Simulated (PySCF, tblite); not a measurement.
# C5H6BO2S radical: geometry, infrared bands and EPR parameters

Aim: predict the infrared bands and EPR parameters of C5H6BO2S radical (`[CH2]c1ccc(B(O)O)s1`).

Programs: tblite 0.8.0 and PySCF 2.14.0, with density-fitted response routines of our own. Each step states its level of theory. These are calculated values for one molecule in the gas phase, unless marked as measured. Atoms count from 0, in the outputs and in this text.

## 1. The starting structure

15 atoms, charge 0, multiplicity 2; geometry from: force field or distance geometry start.

Bonds of the start (Å): C0–C1 1.51, C1–C2 1.36, C2–C3 1.36, C3–C4 1.35, C4–B5 1.57, B5–O6 1.47, B5–O7 1.48, C4–S8 1.81, S8–C1 1.76, C0–H9 1.12, C0–H10 1.11, C2–H11 1.10, C3–H12 1.12, O6–H13 0.98, O7–H14 0.99.

## 2. Optimising the geometry with GFN2-xTB

Job settings and geometry (Å):

```
{"job": {"kind": "relax", "xc": "GFN2-xTB", "basis": "xTB"}, "charge": 0, "multiplicity": 2}
C      3.182400    -0.483000    -0.313200
C      1.731000    -0.100000    -0.155400
C      1.271600     0.869600     0.684900
C     -0.076100     1.067600     0.681000
C     -0.817100     0.266900    -0.107900
B     -2.383600     0.315300    -0.263200
O     -2.903400     0.241700    -1.634300
O     -3.062000    -0.557900     0.716400
S      0.350200    -0.827000    -0.962300
H      3.545000    -0.967300     0.628000
H      3.238500    -1.163000    -1.187300
H      1.951000     1.468800     1.308000
H     -0.557300     1.836600     1.343200
H     -3.030300    -0.712800    -1.816300
H     -2.444300    -1.247600     1.056500
```

Started as:

```sh
$ OMP_NUM_THREADS=1 python probes_run.py task.json out
```

The driver reads the jobs from task.json and runs them one after another.

Standard output:

```text
step      E/eV     max force
  0    -715.30087    4.323
  1    -716.07567    3.139
  2    -716.58140    2.653
  3    -716.82744    1.730
  4    -717.08765    0.936
  5    -717.17347    0.908
  6    -717.35918    1.162
  7    -717.50457    1.172
  8    -717.66625    0.740
  9    -717.75587    0.652
 10    -717.84812    0.740
 11    -717.88823    0.985
 12    -717.93152    0.875
 13    -717.96633    0.545
 14    -717.99005    0.291
 15    -718.00953    0.337
 16    -718.02280    0.262
 17    -718.03504    0.310
 18    -718.04751    0.363
 19    -718.05987    0.320
 20    -718.07166    0.227
 21    -718.08033    0.272
 22    -718.08891    0.304
 23    -718.09811    0.266
 24    -718.10869    0.273
 25    -718.11817    0.278
 26    -718.12518    0.190
 27    -718.13043    0.201
 28    -718.13488    0.193
 29    -718.13900    0.193
 30    -718.14292    0.174
 31    -718.14666    0.166
 32    -718.15104    0.155
 33    -718.15807    0.245
 34    -718.16922    0.339
 35    -718.18182    0.349
 36    -718.19166    0.240
 37    -718.19607    0.163
 38    -718.19838    0.209
 39    -718.20039    0.120
 40    -718.20321    0.151
 41    -718.20440    0.151
 42    -718.20567    0.117
 43    -718.20667    0.093
 44    -718.20767    0.082
 45    -718.20845    0.074
 46    -718.20907    0.066
 47    -718.20979    0.065
 48    -718.21075    0.085
 49    -718.21179    0.094
 50    -718.21293    0.102
 51    -718.21442    0.132
 52    -718.21674    0.136
 53    -718.22019    0.145
 54    -718.22450    0.183
 55    -718.22913    0.199
 56    -718.23427    0.274
 57    -718.23640    0.338
 58    -718.24495    0.231
 59    -718.25103    0.149
 60    -718.25768    0.144
 61    -718.26036    0.168
 62    -718.26355    0.213
 63    -718.26640    0.172
 64    -718.26861    0.143
 65    -718.27053    0.132
 66    -718.27411    0.169
 67    -718.27718    0.252
 68    -718.27932    0.178
 69    -718.28161    0.150
 70    -718.28497    0.118
 71    -718.28723    0.119
 72    -718.28911    0.106
 73    -718.29008    0.082
 74    -718.29115    0.104
 75    -718.29217    0.127
 76    -718.29328    0.106
 77    -718.29434    0.103
 78    -718.29541    0.105
 79    -718.29652    0.112
 80    -718.29767    0.090
 81    -718.29860    0.086
 82    -718.29941    0.059
 83    -718.30002    0.061
 84    -718.30065    0.056
 85    -718.30110    0.055
 86    -718.30156    0.055
 87    -718.30211    0.074
 88    -718.30284    0.108
 89    -718.30375    0.120
 90    -718.30481    0.123
 91    -718.30581    0.080
 92    -718.30647    0.050
 93    -718.30677    0.038
 94    -718.30697    0.049
 95    -718.30725    0.044
 96    -718.30770    0.059
 97    -718.30812    0.053
 98    -718.30842    0.035
 99    -718.30860    0.034
100    -718.30874    0.033
101    -718.30893    0.035
102    -718.30921    0.041
103    -718.30953    0.039
104    -718.30974    0.026
105    -718.30982    0.011
106    -718.30984    0.010
```

Run time: 0.51 s. Hardware: 1 thread of AMD EPYC 9B45, shared host.

The steps of the relaxation: (not every step is listed)

```tsv
step	energy from step 0 (eV)	largest force (eV/Å)
0	0.0000	4.3227
1	-0.7748	3.1385
2	-1.2805	2.6529
3	-1.5266	1.7298
4	-1.7868	0.9360
5	-1.8726	0.9080
6	-2.0583	1.1617
7	-2.2037	1.1719
8	-2.3654	0.7401
17	-2.7342	0.3101
26	-2.8243	0.1897
35	-2.8809	0.3492
44	-2.9068	0.0822
53	-2.9193	0.1449
62	-2.9627	0.2127
71	-2.9864	0.1192
80	-2.9968	0.0898
89	-3.0029	0.1203
98	-3.0075	0.0348
101	-3.0081	0.0348
102	-3.0083	0.0410
103	-3.0087	0.0395
104	-3.0089	0.0265
105	-3.0089	0.0107
106	-3.0090	0.0102
```

Distances of close pairs at the start and the end, largest changes first:

```tsv
bond	before (Å)	after (Å)	change (Å)
C0–C1	1.509	1.355	-0.155
B5–O6	1.468	1.351	-0.117
B5–O7	1.477	1.365	-0.112
C4–S8	1.814	1.732	-0.081
C1–C2	1.363	1.417	+0.054
C3–C4	1.346	1.394	+0.047
C3–H12	1.123	1.078	-0.045
C0–H9	1.119	1.075	-0.044
```

The next job starts from the end point, and lists it.

## 3. Harmonic vibrations with GFN2-xTB

Job settings and geometry (Å):

```
{"job": {"kind": "ir", "xc": "GFN2-xTB", "basis": "xTB"}, "charge": 0, "multiplicity": 2}
C      3.121417    -0.358492    -0.472839
C      1.819571    -0.149562    -0.162627
C      1.274662     0.472205     0.988202
C     -0.100444     0.516335     0.981029
C     -0.705505    -0.049851    -0.139324
B     -2.219887    -0.166603    -0.469971
O     -2.581521    -0.757373    -1.629706
O     -3.200938     0.302264     0.356001
S      0.498386    -0.658976    -1.225770
H      3.902973    -0.036258     0.191810
H      3.406949    -0.848602    -1.384519
H      1.898078     0.860476     1.773262
H     -0.678422     0.955868     1.778467
H     -3.527694    -0.791939    -1.771103
H     -2.912038     0.718497     1.165176
```

Standard output:

```text
mode    cm-1     km/mol
  1      42.7      0.83
  2      84.7      0.50
  3     110.6      1.89
  4     223.6      0.04
  5     291.4      8.63
  6     299.8      1.14
  7     386.0      1.57
  8     415.7      0.06
  9     478.3     15.91
 10     513.5      0.14
 11     517.6     75.61
 12     554.1      7.57
 13     585.6      0.17
 14     614.0    295.92
 15     623.3     10.49
 16     654.5      1.25
 17     728.5      7.74
 18     761.1     21.96
 19     777.2     24.13
 20     847.3      0.90
 21     931.3     41.74
 22     943.6    144.80
 23     947.8     87.66
 24     991.6    144.28
 25    1097.9     33.58
 26    1164.2      7.46
 27    1219.1     92.71
 28    1252.1    446.66
 29    1281.4    342.63
 30    1364.2    104.72
 31    1416.2    102.65
 32    1425.0      8.11
 33    1534.1      3.25
 34    3089.0     41.50
 35    3117.8      1.43
 36    3131.1     22.80
 37    3160.3     15.68
 38    3626.8     27.79
 39    3663.2     11.07
```

Run time: 0.36 s. Hardware: 1 thread of AMD EPYC 9B45, shared host.

Which atoms move in the most intense modes:

```tsv
cm⁻¹	km/mol	atoms
614	295.9	H13 59 %, B5 21 %, O6 11 %
944	144.8	H13 49 %, O7 11 %
992	144.3	C4 42 %, H14 15 %
1219	92.7	C4 20 %, C1 19 %, H12 16 %, C2 12 %
1252	446.7	B5 51 %, O7 10 %
1281	342.6	B5 58 %, O6 15 %
1364	104.7	H10 29 %, H9 25 %, C1 16 %, C4 16 %
1416	102.7	C3 39 %, C4 18 %, H10 11 %
```

## 4. EPR parameters: B3LYP/pcH-1

The job, as its differences from that of step 3:

```diff
@@ -1,2 +1,2 @@
-{"job": {"kind": "ir", "xc": "GFN2-xTB", "basis": "xTB"}, "charge": 0, "multiplicity": 2}
+{"job": {"kind": "epr", "basis": "pcH-1"}, "charge": 0, "multiplicity": 2}
 C      3.121417    -0.358492    -0.472839
```

Method: UKS B3LYP, pcH-1 on B C H O S, non-relativistic, mean-field spin-orbit, GIAO.

Standard output:

```text
UKS, coarse grid
  cycle   1  E = -767.56606790  |g| = 7.07e-01
  cycle   2  E = -767.36543311  |g| = 1.04e+00
  cycle   3  E = -767.74172781  |g| = 7.60e-02
  cycle   4  E = -767.74402683  |g| = 3.56e-02
  cycle   5  E = -767.74465147  |g| = 1.57e-02
  cycle   6  E = -767.74479836  |g| = 7.11e-03
  cycle   7  E = -767.74484829  |g| = 4.01e-03
  cycle   8  E = -767.74486590  |g| = 1.96e-03
  cycle   9  E = -767.74486933  |g| = 5.81e-04
UKS, final grid
  cycle   1  E = -767.74488433  |g| = 9.58e-04
  cycle   2  E = -767.74488319  |g| = 1.78e-03
  cycle   3  E = -767.74488480  |g| = 1.18e-04
  cycle   4  E = -767.74488480  |g| = 3.28e-05
  cycle   5  E = -767.74488480  |g| = 2.79e-05
E = -767.74488480 Eh   <S^2> = 0.7789 (exact 0.7500)
g shifts (ppm)      1          2          3
  rmc          -159       -159       -159
  gc              1         37         34
  oz_so          14        667       4017
  total        -144        546       3892
hyperfine (MHz)  atom isotope    a_iso     a_fc   dipolar eigenvalues
    0   13C      48.03      48.13    -46.80    -45.67     92.47
    1   13C     -40.22     -40.20    -23.41      9.13     14.28
    2   13C      30.57      30.60    -25.96    -25.66     51.62
    3   13C     -26.33     -26.35    -18.45      8.19     10.27
    4   13C      27.86      27.68    -28.86    -27.93     56.79
    5   11B     -10.96     -10.96     -2.80      0.28      2.52
    6   17O      -0.15      -0.15     -4.20      1.79      2.41
    7   17O      -1.62      -1.64     -5.21      2.47      2.74
    8   33S       3.62       3.76    -12.52     -9.04     21.56
    9    1H     -36.88     -36.88    -21.09     -0.88     21.97
   10    1H     -37.33     -37.32    -21.66     -0.62     22.28
   11    1H     -21.36     -21.36    -10.89     -1.40     12.28
   12    1H       6.88       6.88     -2.91     -1.09      4.00
   13    1H      -1.73      -1.74     -1.61     -1.15      2.77
   14    1H      -1.24      -1.24     -1.67     -0.33      2.01
```

It took 52 s on 1 thread of AMD EPYC 9B45, shared host; peak memory 1 GiB.

Principal g values 2.00218, 2.00286, 2.00621; g(iso) = 2.00375, against 2.00232 for a free electron.

Hyperfine couplings; where a row names several nuclei, a(iso) is their mean (it holds for fast rotation or exchange) and the dipolar term the largest among them:

```tsv
nuclei	isotope	a(iso) (MHz)	a(iso) (G, at g = 2.0023)	largest dipolar term (MHz)
C0	13C	48.0	17.1	92.5
C1	13C	-40.2	-14.4	-23.4
H9, H10	1H	-37.1	-13.2	22.3
C2	13C	30.6	10.9	51.6
C4	13C	27.9	9.9	56.8
C3	13C	-26.3	-9.4	-18.5
H11	1H	-21.4	-7.6	12.3
B5	11B	-11.0	-3.9	-2.8
H12	1H	6.9	2.5	4.0
S8	33S	3.6	1.3	21.6
H13, H14	1H	-1.5	-0.5	2.8
O6, O7	17O	-0.9	-0.3	-5.2
```

Mulliken spin populations:

C0 0.61; C1 -0.20; C2 0.33; C3 -0.16; C4 0.34; B5 0.01; O6 0.01; O7 0.01; S8 0.10; H9 -0.03; H10 -0.03; H11 -0.01; H12 0.01; H13 0.00; H14 0.00

In first order the couplings over 0.8 MHz of 1H, 11B give 144 distinct lines over 49.4 G, if the averaged nuclei exchange fast.

The fields below are evaluated on a grid from the run's orbitals.

ELF in a plane through or near 15 of the atoms.

Ten even steps from ' ' (0.00) to '@' (1.00):
```
                                                        
                                                        
                        ....                            
            ::::      --++++--      ::::                
          ##@@@@..    **%%%%**..  --****::::::          
        ::@@@@@@##  ..##%%%%%%--  **%%%%##%%%%**        
        ..@@@@@@##  ..++::--**--  ==%%==%%@@@@##        
          ==##++++====##--++**==::::##%%****++..        
      ..++##******##--%%++++%%++##--..--::              
      **@@@@@@==%%--%%**::--====##++@@..==--::..        
      ##@@@@@@++::++%%##::--%%--****--%%++%%%%==        
      ==@@@@%%..  ++**::##++**%%--..--##**%%%%==        
        --==    --##==--@@--::++::  --%%%%##**::        
              ..@@@@@@++++++@@@@%%  ==@@%%==..          
              ==@@@@@@==..==@@@@@@  ..####::            
              ::@@@@%%..  ::@@@@@@..    ..              
                ::==::      **%%**                      
                                                        
                                                        
                                                        
```
The map spans 13.0 Å across and 9.3 Å up, centred on the molecule. Atoms in the plane (x, y in Å): C0 (-3.1, 0.7), C1 (-1.8, 0.3), C2 (-1.3, -1.0), C3 (0.0, -1.1), C4 (0.7, 0.1), B5 (2.2, 0.4), O6 (2.7, 1.7), O7 (3.2, -0.6), S8 (-0.4, 1.4), H9 (-3.9, 0.0), H10 (-3.3, 1.8), H11 (-2.0, -1.9), H12 (0.6, -2.0), H13 (3.6, 1.8), H14 (2.8, -1.5).

On the surface of density 0.002 e/bohr³ the electrostatic potential runs, from the 1st to the 99th percentile, from -1.32 V near O6 to 2.52 V near H14.

The spin density lies nearest to C0 28 %; C2, C4 about 18 % each; S8 7 %; C1 7 % (beta excess).

## 5. Outcome

| quantity | value |
| --- | --- |
| strongest single infrared mode (GFN2-xTB) | 1252 cm⁻¹, 447 km/mol |
| zero-point energy (GFN2-xTB) | 64.1 kcal/mol |
| g(iso) (B3LYP) | 2.00375 |
| ⟨S²⟩ | 0.779 (exact 0.75) |
| largest a(iso) (averaged by class) | 13C on C0, 48.0 MHz |
| surface potential, 1st and 99th percentile | -1.32 V and 2.52 V |

The optimisation took 106 steps and gained 3.009 eV; among the close pairs (by a distance rule), C0–C1 changed most, from 1.509 to 1.355 Å. No mode is imaginary among the 39: a minimum at this level. The strongest single mode, at 1252 cm⁻¹, moves mainly B5. Unscaled tight-binding wavenumbers are off by several per cent, some by more. Its intensities can rank the bands wrongly. The largest share of the spin, 0.61 e, sits on C0. The isotropic g lies 1.4 ppt above the free-electron value.
